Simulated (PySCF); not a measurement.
# C4H6OSi: the cost of one run

Computed with PySCF 2.14.0 and routines of our own; the level stands in each step. Atoms count from 0.

## 1. The starting structure

12 atoms, charge 0, multiplicity 1; geometry from: GFN2-xTB.

## 2. Magnetic properties: GIAO wB97X-D/pcSseg-1

What the job is given:

```
{"job": {"kind": "mag", "xc": "wB97X-D", "basis": "pcSseg-1", "isotopologues": 2}, "charge": 0, "multiplicity": 1}
C      2.463068    -1.284763     0.247704
C      1.819036    -0.286504     0.062412
Si     0.798273     1.238210    -0.213916
O     -0.652145     1.150221     0.529262
C     -1.685899     0.299105     0.448969
C     -1.733452    -0.809450    -0.267577
H      3.030704    -2.156502     0.408677
H      1.349016     2.388046     0.489424
H      0.639282     1.393852    -1.663472
H     -2.519695     0.623552     1.062264
H     -2.609275    -1.430108    -0.263671
H     -0.897713    -1.126345    -0.866104
```

With the program's defaults for keys left out, this is: GIAO wB97X-D/pcSseg-1 magnetisability, rotational g tensor and spin-rotation constants, non-relativistic, gas phase.

Command:

```console
OMP_NUM_THREADS=1 python excited_run.py task.json out
```

One launch serves the whole session: the jobs run in the order shown.

**Question.** How long does this first job take on 1 thread of Arm Neoverse N1, shared host, and how much memory does it need?

About 31 s, with a peak of 0.74 GiB.
